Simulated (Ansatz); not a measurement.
# ClH3Se3Zr: the cost of one run

Computed with Ansatz 0.2.0, Gaussian basis. Level: the settings change from run to run.

## 1. The geometry

An earlier PBE0-D4 in a triple-zeta def2 set relaxation fixed the geometry. Zr takes a core potential in def2 sets; no spin-orbit term is included.

SMILES `[Cl][Zr]([SeH])([SeH])[SeH]`, 8 atoms, charge 0, spin multiplicity 1.

Atoms are counted from 1 here; the program's logs count them from 0.

Bond lengths: Cl1–Zr2 2.323 Å, Zr2–Se3 2.550 Å, Zr2–Se4 2.549 Å, Zr2–Se5 2.559 Å, Se3–H6 1.477 Å, Se4–H7 1.474 Å, Se5–H8 1.475 Å. Angles: Cl1–Zr2–Se3 112.2°, Cl1–Zr2–Se4 111.3°, Cl1–Zr2–Se5 110.5°, Se3–Zr2–Se4 103.6°, Se3–Zr2–Se5 108.6°, Se4–Zr2–Se5 110.4°, Zr2–Se3–H6 87.5°, Zr2–Se4–H7 86.6°, Zr2–Se5–H8 86.0°.

## 2. wB97X-V/ANO-RCC-VTZP

This run has atoms shaken by 0.03 Å.

in.yaml

```yaml
crystal:
  periodic: [false, false, false]
  atoms:
    - {symbol: Cl, position_ang: [-2.799423, -0.613483, 0.512885]}
    - {symbol: Zr, position_ang: [-0.523900, -0.270499, 0.148062]}
    - {symbol: Se, position_ang: [0.333608, 1.815370, 1.373971]}
    - {symbol: Se, position_ang: [0.833040, -2.200780, 1.196965]}
    - {symbol: Se, position_ang: [0.067979, -0.074727, -2.218567]}
    - {symbol: H, position_ang: [-0.684788, 2.535060, 0.689300]}
    - {symbol: H, position_ang: [1.727067, -2.067237, 0.039329]}
    - {symbol: H, position_ang: [1.061442, 0.810478, -1.848640]}
basis:
  gaussian: {orbitals: ANO-RCC-VTZP}
hamiltonian: {xc: {name: wB97X-V}}
```

Started as:

```
> ansatz run in.yaml --threads 4 --pin off --events-out ev --progress --plain --max-ram 11315MiB
```

What time and memory should one allow on 4 threads of Intel Xeon 6975P-C, shared host?

About 23 s, with a peak of 2.2 GiB.
